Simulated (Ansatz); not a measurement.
**BeBH3 (singlet): the correlation ladder at distance B1–Be2 = 2.241 Å, cc-pVDZ**

How much of the correlation energy of BeBH3 (singlet) does each wave-function method recover here?

Method: cc-pVDZ, core rule «outside noble gas», up to 2 orbitals frozen; program: Ansatz 0.2.0, Gaussian basis.

To be run: UHF; CCSD(T) on RHF; BCCD(T) on RHF; CISD; CCSDT(Q) on RHF; CASSCF and MRCISD+Q, 2 electrons in 2 orbitals; CASSCF and NEVPT2, 2 electrons in 2 orbitals.

18 further runs of the same task are left out: 4 for a mislabelled method, 10 that didn't finish, 4 set aside as unsound or not needed.

## (1) The geometry

The geometry derives from a PBE0/def2-TZVP stationary point (not a proven minimum). One bond is set to the value named and the two fragments are kept rigid.

5 atoms, charge 0, spin multiplicity 1.

Atoms are counted from 1 here; the program's logs count them from 0.

Bond lengths: B1–H3 1.202 Å, B1–H4 1.202 Å, Be2–H5 1.341 Å. Angles: H3–B1–H4 113.2°.

## (2) UHF

The input, in.yaml:

```yaml
crystal:
  periodic: [false, false, false]
  atoms:
    - {symbol: B, position_ang: [0.000000, 0.000000, 0.983619]}
    - {symbol: Be, position_ang: [0.000000, 0.000000, -1.257381]}
    - {symbol: H, position_ang: [0.000000, 1.003181, 1.645475]}
    - {symbol: H, position_ang: [0.000000, -1.003180, 1.645475]}
    - {symbol: H, position_ang: [0.000000, 0.000000, -2.598610]}
basis:
  gaussian: {orbitals: cc-pVDZ}
magnetization: {spin_polarized: true, initial_magnetization: 0}
hamiltonian: {xc: hf}
output: {orbitals: {seedname: orbitals}}
```

Run with:

```console
ansatz run in.yaml --threads 1 --pin off --events-out ev --progress --plain --max-ram 2393MiB
```

After this run come: CCSD(T) on RHF; BCCD(T) on RHF; CISD; CCSDT(Q) on RHF; CASSCF and MRCISD+Q, 2 electrons in 2 orbitals; CASSCF and NEVPT2, 2 electrons in 2 orbitals.

**Question.** What will the summary of the whole plan be? Wanted: RCCSDT(Q) below the RHF energy; RMP2 from RCCSDT(Q); RCCSD from RCCSDT(Q); RCCSD(T) from RCCSDT(Q); NEVPT2 pair from RCCSDT(Q); MRCISD+Q pair from RCCSDT(Q); T1 diagnostic.

The runs gave:

| quantity | value |
| --- | --- |
| RCCSDT(Q) below the RHF energy | -4.3273 eV |
| RMP2 from RCCSDT(Q) | +1010.3 meV |
| RCCSD from RCCSDT(Q) | +100.2 meV |
| RCCSD(T) from RCCSDT(Q) | +22.6 meV |
| NEVPT2 pair from RCCSDT(Q) | +1015.2 meV |
| MRCISD+Q pair from RCCSDT(Q) | -6.0 meV |
| levels within 1 kcal/mol (43 meV) | RCCSD(T), BCCD(T), RCCSDT, MRCISD+Q pair |
| T1 diagnostic | 0.007 |

RCCSD(T) lands +22.6 meV from the yardstick (0.5 % of the correlation energy). Of the multireference levels listed MRCISD+Q pair comes nearest in total energy (-6.0 meV), which doesn't show that its space is the better one. These misses are within one basis, not against nature.
